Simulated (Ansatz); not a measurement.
# Al2GaP3: the cost of one run

Program: Ansatz 0.2.0. Level of theory: DFT PBE, scalar-relativistic, plane waves, PAW. These are calculated values, not measurements.

## 1. Starting point

It takes space group P6_3mc (No. 186, hexagonal). The conventional cell has a = 3.721 Å, b = 3.721 Å, c = 18.325 Å, α = 90.00°, β = 90.00°, γ = 120.00°. Al (site symmetry 3m) is surrounded by 4 P at 2.28 to 2.29 Å. Ga (site symmetry 3m) is surrounded by 4 P at 2.28 to 2.29 Å. Around P (site symmetry 3m) lie 4 Al at 2.28 to 2.29 Å. P (site symmetry 3m) has 3 Al at 2.28 Å and 1 Ga at 2.29 Å as nearest neighbours. P (site symmetry 3m) has 3 Ga at 2.28 Å and 1 Al at 2.29 Å as nearest neighbours.

As a file:

```cif
data_structure
_symmetry_space_group_name_H-M 'P 1'
_symmetry_Int_Tables_number 1
_cell_length_a 3.7214
_cell_length_b 3.7214
_cell_length_c 18.3247
_cell_angle_alpha 90.000
_cell_angle_beta 90.000
_cell_angle_gamma 120.000
_cell_volume 219.78
loop_
_atom_site_label
_atom_site_type_symbol
_atom_site_fract_x
_atom_site_fract_y
_atom_site_fract_z
_atom_site_occupancy
Al1 Al 0.33333 0.66667 0.00002 1
Al2 Al 0.33333 0.66667 0.66669 1
Al3 Al 0.66667 0.33333 0.16669 1
Al4 Al 0.66667 0.33333 0.50002 1
Ga1 Ga 0.33333 0.66667 0.33336 1
Ga2 Ga 0.66667 0.33333 0.83336 1
P1 P 0.33333 0.66667 0.12498 1
P2 P 0.33333 0.66667 0.45831 1
P3 P 0.33333 0.66667 0.79164 1
P4 P 0.66667 0.33333 0.29164 1
P5 P 0.66667 0.33333 0.62498 1
P6 P 0.66667 0.33333 0.95831 1
```

The start is an ordering of an alloy on its end members' structure types: elements ordered on the sites of the AlP type, Al/Ga on Al (P6_3mc, No. 186).

## 2. Probe: one point on a coarse mesh

input.yaml reads:

```yaml
crystal:
  lattice:
    - [3.72140465, 0.0, 0.0]
    - [-1.86070233, 3.22283097, 0.0]
    - [0.0, 0.0, 18.32471667]
  atoms:
    - { symbol: Al, position: [0.33333333, 0.66666667, 2.3e-05] }
    - { symbol: Al, position: [0.33333333, 0.66666667, 0.66668967] }
    - { symbol: Al, position: [0.66666667, 0.33333333, 0.16668967] }
    - { symbol: Al, position: [0.66666667, 0.33333333, 0.500023] }
    - { symbol: Ga, position: [0.33333333, 0.66666667, 0.33335633] }
    - { symbol: Ga, position: [0.66666667, 0.33333333, 0.83335633] }
    - { symbol: P, position: [0.33333333, 0.66666667, 0.124977] }
    - { symbol: P, position: [0.33333333, 0.66666667, 0.45831034] }
    - { symbol: P, position: [0.33333333, 0.66666667, 0.79164367] }
    - { symbol: P, position: [0.66666667, 0.33333333, 0.29164367] }
    - { symbol: P, position: [0.66666667, 0.33333333, 0.624977] }
    - { symbol: P, position: [0.66666667, 0.33333333, 0.95831034] }
basis:
  ecutwfc: 420
kpoints:
  mp_grid: { grid: [6, 6, 1] }
hamiltonian:
  xc: pbe
scf:
  occupations: { method: gaussian, width: 0.1 }
  lower_state_search: "off"
output:
  forces: true
  stress: true
  eigenvalues: true
```

Launch:

```console
ansatz run input.yaml --threads 1 --pin off --max-ram 2560MiB --backend cpu --events-out ev --progress --plain --runs-dir out
```

**Question.** How long does this run take on 1 thread of Intel Xeon 6975P-C (Granite Rapids), shared host, and how much memory does it need?

About 3.3 s, with a peak of 0.45 GiB.
